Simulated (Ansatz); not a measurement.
# Ta: the cost of one run

Computed with Ansatz 0.2.0 (DFT PBEsol, scalar-relativistic, plane waves, PAW, unless a step's input says otherwise).

16 further runs of the same task are left out: 16 set aside as unsound or not needed.

## 1. Starting point

The structure is cubic, space group Im-3m (No. 229). Conventional cell: a = 3.280 Å, b = 3.280 Å, c = 3.280 Å, α = 90.00°, β = 90.00°, γ = 90.00°. Ta (site symmetry m-3m) is surrounded by 8 Ta at 2.84 Å.

Structure file:

```cif
data_structure
_symmetry_space_group_name_H-M 'Im-3m'
_symmetry_Int_Tables_number 229
_cell_length_a 3.2805
_cell_length_b 3.2805
_cell_length_c 3.2805
_cell_angle_alpha 90.000
_cell_angle_beta 90.000
_cell_angle_gamma 90.000
_cell_volume 35.30
loop_
_atom_site_label
_atom_site_type_symbol
_atom_site_symmetry_multiplicity
_atom_site_Wyckoff_symbol
_atom_site_fract_x
_atom_site_fract_y
_atom_site_fract_z
_atom_site_occupancy
Ta1 Ta 2 a 0.00000 0.00000 0.00000 1
```

This cell was relaxed beforehand with the same method: volume 17.65 Å³/atom, gap on the mesh none (metal).

## 2. The scan

The energy is mapped over two homogeneous strains (x along [1 0 0], y along [0 1 0], z along [0 0 1] of the conventional cell).

- normal strain along x: 7 values from −11.0 to 11.0 %
- normal strain along z: 7 values from −15 to 15 %

Nothing else is relaxed (symmetry fixes all fractional coordinates). Energies count from the relaxed crystal. Points are written as (first, second).

## 3. The run at (−11.0 %, 10 %)

Input file input.yaml:

```yaml
crystal:
  lattice:
    - [-1.4598034852, 1.640228635, 1.8042514985]
    - [1.4598034852, -1.640228635, 1.8042514985]
    - [1.4598034852, 1.640228635, -1.8042514985]
  atoms:
    - { symbol: Ta, position: [0.0, 0.0, 0.0] }
basis:
  ecutwfc: 420
kpoints:
  mp_grid: { grid: [20, 20, 20] }
hamiltonian:
  xc: pbesol
  pseudopotentials: { kind: paw, azcp: { folder: soft_1 } }
scf:
  occupations: { method: gaussian, width: 0.15 }
output:
  forces: true
  stress: true
  eigenvalues: true
```

Command:

```sh
> ansatz run input.yaml --threads 1 --pin off --max-ram 2048MiB --backend cpu --events-out ev --progress --plain --runs-dir out
```

What time and memory should one allow on 1 thread of Arm Neoverse V2, shared host?

About 9.7 s, with a peak of 0.48 GiB.
